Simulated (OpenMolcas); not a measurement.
**B2F4 (SMILES FB(F)B(F)F) at RI-MP2/ANO-XS-VDZ (DKH2, Cholesky decomposition)**

Aim: the energy change on altering one bond length of B2F4 at RI-MP2/ANO-XS-VDZ (DKH2, Cholesky decomposition), from 2 runs. 

The calculation is run with OpenMolcas 26.06.

### 1 The molecule

B2F4 has 6 atoms, charge 0, and is taken as a singlet. As SMILES, `FB(F)B(F)F`. Geometry: relaxed at GFN2-xTB.

Bond lengths: F1–B2 1.316 Å, B2–F3 1.316 Å, B2–B4 1.718 Å, B4–F5 1.316 Å, B4–F6 1.316 Å. Angles: F1–B2–F3 112.3°, F1–B2–B4 123.8°, F3–B2–B4 123.8°, B2–B4–F5 123.8°, B2–B4–F6 123.8°, F5–B4–F6 112.3°.

### 2 A single-point energy at RI-MP2/ANO-XS-VDZ (DKH2, Cholesky decomposition)

The input, job.input:

```
* B2F4 RI-MP2

&GATEWAY
 Coord
 6
 angstrom
 F        0.772690      -0.727760       1.613350
 B        0.286610      -0.709500       0.390460
 F        0.292020      -1.901020      -0.167640
 B       -0.286590       0.709540      -0.390440
 F       -0.775350       0.727110      -1.612260
 F       -0.289380       1.901640       0.166510
 Basis = ANO-XS-VDZ
 Group = NoSym

&SEWARD
 Low
 Relativistic = R02E00

&SCF
 PrOrbitals = 0

&MBPT2
 Frozen = 6
```

Launch:

```bash
export MOLCAS_MEM=1860
pymolcas job.input > job.log
```

The log of the run:

```text
--- Start Module: gateway ---
[...]
--- Stop Module: gateway /rc=_RC_ALL_IS_WELL_ ---
[...]
      Basis functions           54
[...]
--- Start Module: scf ---
[...]
       Convergence after  10 Iterations
[...]
::    Total SCF energy                               -447.5649797265
[...]
      Total spin, S                                     0.0000000000
[...]
      Total electronic charge=   46.000000
      Total            charge=   -0.000000
[...]
      Dipole Moment (debye):
      Origin of the operator (angstrom)=   -0.0000   -0.0000   -0.0000
                   X=  3.2814E-04               Y=  2.1191E-04               Z= -3.3299E-05           Total=  3.9204E-04
      Quadrupole Moment (debye*angstrom):
[...]
--- Stop Module: scf /rc=_RC_ALL_IS_WELL_ ---
[...]
--- Start Module: mbpt2 ---
[...]
WARNING!
Default frozen orbitals as non valence orbitals is overwritten by user input.
Default values:   6
[...]
       Reference weight ( Cref**2 )         =        0.86736
::    Total MBPT2 energy                             -448.1153015873
[...]
--- Stop Module: mbpt2 /rc=_RC_ALL_IS_WELL_ ---
[...]
```

Run time: 2.3 s. Hardware: 1 thread of Arm Neoverse V1, shared host; peak memory 0.082 GiB.

### 3 The distorted shape, same level

The input, job.input:

```
* B2F4 RI-MP2

&gateway
  coord
  6
  angstrom
  F        0.830022      -0.869693       1.691456
  B        0.343942      -0.851433       0.468566
  F        0.349352      -2.042953      -0.089534
  B       -0.286590       0.709540      -0.390440
  F       -0.775350       0.727110      -1.612260
  F       -0.289380       1.901640       0.166510
  basis = ANO-XS-VDZ
  group = NoSym

&seward
  low
  relativistic = R02E00

&scf
  prorbitals = 0

&mbpt2
  frozen = 6
```

Launch:

```bash
export MOLCAS_MEM=1860
pymolcas job.input > job.log
```

The log of the run:

```text
--- Start Module: gateway ---
[...]
--- Stop Module: gateway /rc=_RC_ALL_IS_WELL_ ---
[...]
      Basis functions           54
[...]
--- Start Module: scf ---
[...]
       Convergence after  10 Iterations
[...]
::    Total SCF energy                               -447.5544983475
[...]
      Total spin, S                                     0.0000000000
[...]
      Total electronic charge=   46.000000
      Total            charge=   -0.000000
[...]
      Dipole Moment (debye):
      Origin of the operator (angstrom)=    0.0287   -0.0710    0.0390
                   X=  6.3503E-05               Y=  1.8043E-04               Z=  1.1364E-04           Total=  2.2249E-04
      Quadrupole Moment (debye*angstrom):
[...]
--- Stop Module: scf /rc=_RC_ALL_IS_WELL_ ---
[...]
--- Start Module: mbpt2 ---
[...]
WARNING!
Default frozen orbitals as non valence orbitals is overwritten by user input.
Default values:   6
[...]
       Reference weight ( Cref**2 )         =        0.86606
::    Total MBPT2 energy                             -448.1065605876
[...]
--- Stop Module: mbpt2 /rc=_RC_ALL_IS_WELL_ ---
[...]
```

It took 2.4 s on 1 thread of Arm Neoverse V1, shared host; peak memory 0.082 GiB.

### 4 What came out

At RI-MP2/ANO-XS-VDZ (DKH2, Cholesky decomposition), 6 core orbitals frozen:

```
                                                         quantity          value
                                        first shape: total energy  -448.11530 Eh
                  first shape: dipole moment (mean-field density)         0.00 D
                 first shape: HOMO energy (Hartree–Fock orbitals)      -15.06 eV
                 first shape: LUMO energy (Hartree–Fock orbitals)        0.72 eV
               first shape: HOMO–LUMO gap (Hartree–Fock orbitals)       15.78 eV
         first shape: correlation energy (6 core orbitals frozen)     -550.3 mEh
                                    distorted shape: total energy  -448.10656 Eh
              distorted shape: dipole moment (mean-field density)         0.00 D
             distorted shape: HOMO energy (Hartree–Fock orbitals)      -14.36 eV
             distorted shape: LUMO energy (Hartree–Fock orbitals)        0.96 eV
           distorted shape: HOMO–LUMO gap (Hartree–Fock orbitals)       15.32 eV
     distorted shape: correlation energy (6 core orbitals frozen)     -552.1 mEh
energy change with the B2–B4 bond stretched from 1.718 to 1.890 Å       0.238 eV
```

**Reading.** With the B2–B4 bond stretched from 1.718 to 1.890 Å the energy rises by 0.24 eV (22.9 kJ/mol). The first shape isn't relaxed at this level, so the change isn't measured from a minimum. Mulliken charges (first shape) of the mean-field density run from -0.33 on F1 to +0.65 on B2; they depend strongly on the basis. Mulliken charges (distorted shape) of the mean-field density run from -0.33 on F1 to +0.65 on B2.
